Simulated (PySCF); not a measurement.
# MgCl₃⁻: singlet, from a B3LYP minimum start

Aim: relax MgCl₃⁻ as a singlet from a B3LYP minimum start, check by its vibrations whether the end is a minimum, and collect its spectrum and constants.

Method: B3LYP, basis Mg def2-SVPD, Cl def2-SVPD, no relativity, density fitting; program: PySCF 2.14.0.

## 1. The starting structure

4 atoms, charge -1, spin multiplicity 1.

Bond lengths: Mg1–Cl2 2.312 Å, Mg1–Cl3 2.312 Å, Mg1–Cl4 2.312 Å. Angles: Cl2–Mg1–Cl3 120.0°, Cl2–Mg1–Cl4 120.0°, Cl3–Mg1–Cl4 120.0°.

```xyz
4
charge -1 multiplicity 1
Mg    0.0000    0.0000    0.0000
Cl   -0.0038    0.0000    2.3123
Cl    2.0044    0.0000   -1.1529
Cl   -2.0006    0.0000   -1.1595
```

## 2. Finding the electronic state

The steps below are one call of a driver around PySCF. For each, scf.py gives the equivalent set-up of the SCF; relaxations use the driver's own optimiser. After this first run the driver tries any further starts and a stability analysis.

File scf.py:

```python
from pyscf import gto, scf, dft
mol = gto.M(atom='''
Mg    -0.000000     0.000000     0.000000
Cl    -0.003814    -0.000000     2.312315
Cl     2.004430    -0.000000    -1.152855
Cl    -2.000617     0.000000    -1.159460''',
    basis={'Mg': 'def2-SVPD', 'Cl': 'def2-SVPD'},
    charge=-1, spin=0)
mf = dft.RKS(mol, xc='B3LYP')
mf.grids.atom_grid = (50, 194)
aux = {'Mg': 'def2-universal-JKFIT', 'Cl': 'def2-universal-JKFIT'}
mf = mf.density_fit(auxbasis=aux)
mf.conv_tol = 1e-08
mf.diis_space = 10
mf.max_cycle = 60
mf.init_guess = 'minao'
mf.verbose = 4
mf.kernel()
```

On the command line:

```console
$ OMP_NUM_THREADS=2 python axn.py task.json out
```

What it wrote:

```text
init E= -1580.35018414984
  HOMO = -0.369219084366504  LUMO = -0.0767313676727586  gap/eV = 7.95900
cycle= 1 E= -1580.5162710496  delta_E= -0.166  |g|= 0.478  |ddm|=    2
  HOMO = -0.0717896661453079  LUMO = 0.111670721184689  gap/eV = 4.99221
cycle= 2 E= -1580.49737086773  delta_E= 0.0189  |g|= 0.579  |ddm|= 1.57
  HOMO = -0.135403963869162  LUMO = 0.103560882774  gap/eV = 6.50256
cycle= 3 E= -1580.59216780566  delta_E= -0.0948  |g|= 0.0266  |ddm|= 0.775
  HOMO = -0.140004198524699  LUMO = 0.100182123424366  gap/eV = 6.53580
cycle= 4 E= -1580.59232338315  delta_E= -0.000156  |g|= 0.0145  |ddm|= 0.0439
  HOMO = -0.139721217177649  LUMO = 0.100803292251281  gap/eV = 6.54501
cycle= 5 E= -1580.59239215653  delta_E= -6.88e-05  |g|= 0.00071  |ddm|= 0.0166
  HOMO = -0.139906244337743  LUMO = 0.100719524524961  gap/eV = 6.54776
cycle= 6 E= -1580.59239230402  delta_E= -1.47e-07  |g|= 5.87e-05  |ddm|= 0.00147
  HOMO = -0.139913038522582  LUMO = 0.10071658870267  gap/eV = 6.54787
cycle= 7 E= -1580.59239230494  delta_E= -9.19e-10  |g|= 8.07e-06  |ddm|= 0.000192
  HOMO = -0.139912531802743  LUMO = 0.100715850622229  gap/eV = 6.54783
Extra cycle  E= -1580.59239230495  delta_E= -1.59e-12  |g|= 8.82e-06  |ddm|= 2.35e-05
converged SCF energy = -1580.59239230495
```

This step, with its further starts and checks, took 6.4 s on 2 threads of Arm Neoverse N1, shared host.

No lower closed-shell solution turned up in the test of internal stability.

## 3. Relaxing the singlet from the B3LYP minimum start

The program finds D3h symmetry in the start, which this walk keeps. Threshold on the gradient: 0.0003 Eh/bohr, with a further test on the energy change.

scf.py, as its differences from that of step 2:

```diff
@@ -3,3 +3,3 @@
-Mg    -0.000000     0.000000     0.000000
-Cl    -0.003814    -0.000000     2.312315
-Cl     2.004430    -0.000000    -1.152855
+Mg     0.000000     0.000000    -0.000000
+Cl    -0.003814     0.000000     2.312315
+Cl     2.004430     0.000000    -1.152855
@@ -16 +15,0 @@
-mf.init_guess = 'minao'
```

Steps of the walk:

| step | energy (Eh) | change (kJ/mol) | largest symmetric gradient (Eh/bohr) |
| --- | --- | --- | --- |
| 0 | -1580.592392 | 0.00 | 0.00007 |

The walk took 2 s.

Geometry (Å) and forces (eV/Å) at some steps:

```
step 0
Mg   0.000   0.000   0.000   0.000   0.000  -0.019
Cl  -0.004   0.000   2.312   0.000   0.000   0.000
Cl   2.004   0.000  -1.153   0.000   0.000   0.010
Cl  -2.001   0.000  -1.159   0.001   0.000   0.009
```

It settles in D3h symmetry, 0.0 kJ/mol below the start, after 0 steps: Mg–Cl 2.312 Å (×3); Cl–Mg–Cl 120.0° (×3).

## 4. Is it a minimum? Harmonic modes

On the finer grid the gradient is checked again; gradients at displacements of ±0.02 bohr then give force constants and infrared intensities.

scf.py, as its differences from that of step 3:

```diff
@@ -3 +3 @@
-Mg     0.000000     0.000000    -0.000000
+Mg     0.000000     0.000000     0.000000
@@ -10 +10 @@
-mf.grids.atom_grid = (50, 194)
+mf.grids.atom_grid = (75, 302)
@@ -13 +13 @@
-mf.conv_tol = 1e-08
+mf.conv_tol = 1e-10
```

The driver hands on the density of the step before, so the log starts near convergence.

Log of the central SCF (cycles and frontier levels):

```text
init E= -1580.59251859713
  HOMO = -0.13991747989335  LUMO = 0.100716676555484  gap/eV = 6.54799
cycle= 1 E= -1580.59251859713  delta_E= -4.09e-12  |g|= 1.91e-06  |ddm|= 4.03e-06
  HOMO = -0.139917438321328  LUMO = 0.100716807493413  gap/eV = 6.54799
Extra cycle  E= -1580.59251859713  delta_E= -1.59e-12  |g|= 1.87e-06  |ddm|= 3.96e-06
converged SCF energy = -1580.59251859713
```

The whole step took 26 s.

Geometry: D3h; Mg–Cl 2.312 Å (×3); Cl–Mg–Cl 120.0° (×3).

Harmonic modes (main isotopes):

| symmetry | ω (cm⁻¹) | IR (km/mol) |
| --- | --- | --- |
| e' | 103 | 13.0 |
| a2'' | 163 | 44.4 |
| a1' | 263 | 0.0 |
| e' | 430 | 289 |

No imaginary mode, so this is a minimum.

Properties at this point:

| Quantity | Value |
| --- | --- |
| Dipole moment about the centre of mass | 0.00 D |
| Highest occupied level | -3.81 eV |
| Lowest empty level | 2.74 eV |
| Rotational constants | 0.06011, 0.06011, 0.03005 cm⁻¹ |
| Zero-point energy | 8.9 kJ/mol |
| Principal polarisabilities | 65.9, 81.0, 81.0 bohr³ |
| Principal traceless quadrupole moments about the centre of mass | -11.33, -11.33, 22.66 D Å |
| Entropy at 298.15 K and 1 bar | 329.3 J/(mol K) |
| Heat capacity Cp at 298.15 K | 76.5 J/(mol K) |
| Enthalpy at 298.15 K above 0 K | 18.08 kJ/mol |
| Rotational symmetry number | 6 |

Populations by atom (charges in e):

```
   atom  Mulliken  Löwdin  polar tensor  Mayer order to Mg1
    Mg1      1.02   -0.09          1.27                   –
Cl2,3,4     -0.67   -0.30         -0.76                0.55
```

Outer orbital energies (eV). occupied: -4.89, -4.89, -4.34, -4.12, -4.12, -4.08, -4.08, -3.81; empty: 2.74, 3.37, 3.57, 3.57.

Mulliken populations on Mg1: s 4.46, p 6.23, d 0.29.

## 5. Results

```
                            quantity                                      value
                             minimum                               singlet, D3h
                            geometry   Mg–Cl 2.312 Å (×3); Cl–Mg–Cl 120.0° (×3)
                  wavenumbers (cm⁻¹)  103 (e'), 163 (a2''), 263 (a1'), 430 (e')
      dipole moment (centre of mass)                                     0.00 D
highest occupied, lowest empty level                             -3.81, 2.74 eV
          polar-tensor charge of Mg1                                    +1.27 e
                   zero-point energy                                 8.9 kJ/mol
                 entropy at 298.15 K                            329.3 J/(mol K)
```

The molecule stays D3h, as typed, and the end point is a minimum. The strongest infrared band lies at 430 cm⁻¹ (e'). Other starts or spin states, not run here, may lie lower.

The search up to here took 34 s.
